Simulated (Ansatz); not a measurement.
**CH₄FNSi: one species, many methods**

The task here is to estimate one member of a computed series from the others.

Computed with Ansatz 0.2.0, Gaussian basis. Level: functionals in def2-TZVPP, the program's frozen cores in correlated methods.

Levels to be run: LDA (SPW92), PBE-D4, revPBE-D4, BLYP-D4, r2SCAN-D4, B97M-V, PBE0-D4, B3LYP-D4, r2SCANh-D4, r2SCAN0-D4, HSE06-D4, BHLYP-D4, CAM-B3LYP-D4, LC-ωPBE, ωB97X-V, ωB97M-V, B2PLYP, PBE-QIDH; CCSD(T)/def2-SVP; CCSD(T)/def2-TZVPP; MP2/def2-QZVPP; extrapolation to the limit; RPA on PBE.

## The relaxed structure

An earlier PBE0-D4 in a triple-zeta def2 set relaxation fixed the geometry.

SMILES `N=C[SiH2]F`, 8 atoms, charge 0, spin multiplicity 1.

Atoms are counted from 1 here; the program's logs count them from 0.

Bond lengths: N1–C2 1.269 Å, N1–H5 1.024 Å, C2–Si3 1.881 Å, C2–H6 1.098 Å, Si3–F4 1.601 Å, Si3–H7 1.483 Å, Si3–H8 1.483 Å. Angles: C2–N1–H5 111.2°, N1–C2–Si3 124.3°, N1–C2–H6 116.3°, Si3–C2–H6 119.4°, C2–Si3–F4 105.8°, C2–Si3–H7 111.6°, C2–Si3–H8 111.6°, F4–Si3–H7 108.6°, F4–Si3–H8 108.7°, H7–Si3–H8 110.4°.

Set-up of the first run:

File in.yaml:

```yaml
crystal:
  periodic: [false, false, false]
  atoms:
    - {symbol: N, position_ang: [-0.548064, 1.630019, -0.638273]}
    - {symbol: C, position_ang: [0.127151, 0.960971, 0.203101]}
    - {symbol: Si, position_ang: [0.232225, -0.917405, 0.225584]}
    - {symbol: F, position_ang: [-0.683085, -1.419369, -0.988597]}
    - {symbol: H, position_ang: [-1.027594, 1.015279, -1.301384]}
    - {symbol: H, position_ang: [0.676757, 1.540548, 0.955879]}
    - {symbol: H, position_ang: [1.619939, -1.388413, -0.000630]}
    - {symbol: H, position_ang: [-0.305128, -1.478632, 1.488519]}
basis:
  gaussian: {orbitals: def2-TZVPP}
hamiltonian: {xc: lda}
output: {orbitals: {seedname: orbitals}}
```

The run is started by

```console
ansatz run in.yaml --threads 2 --pin off --events-out ev --progress --plain --max-ram 4352MiB
```

Among the steps run: LDA; PBE-D4 (GGA); revPBE-D4 (GGA); BLYP-D4 (GGA); r2SCAN-D4 (meta-GGA); B97M-V (meta-GGA); PBE0-D4 (hybrid); B3LYP-D4 (hybrid); r2SCANh-D4 (hybrid); r2SCAN0-D4 (hybrid); HSE06-D4 (hybrid); BHLYP-D4 (hybrid); CAM-B3LYP-D4 (range-separated); LC-ωPBE (range-separated); ωB97X-V (range-separated); ωB97M-V (range-separated); B2PLYP (double hybrid); PBE-QIDH (double hybrid).

One table of the session follows, with a row left open; its other results are not shown here.

It belongs to the step «Orbital energies across the functionals». 

```
  functional  HOMO (eV)  gap (eV)
 LDA (SPW92)      -6.14      3.59
      PBE-D4      -6.06      3.75
   revPBE-D4      -6.02      3.79
     BLYP-D4      -5.97      3.81
   r2SCAN-D4      -6.34      4.21
      B97M-V      -6.55      4.46
     PBE0-D4      -7.50      6.29
    B3LYP-D4      -7.29      5.84
  r2SCANh-D4      -6.88      5.15
  r2SCAN0-D4      -7.70      6.58
    HSE06-D4      -7.10      5.50
    BHLYP-D4      -8.91      8.91
CAM-B3LYP-D4          ?         ?
     LC-ωPBE     -10.25     11.48
     ωB97X-V      -9.93     11.08
     ωB97M-V      -9.82     10.88
```

Q: Estimate the row for CAM-B3LYP-D4 from the others.

The run gave: HOMO (eV): -8.92; gap (eV): 8.94. In the column «HOMO (eV)» it lies between ωB97M-V (-9.82) and BHLYP-D4 (-8.91).
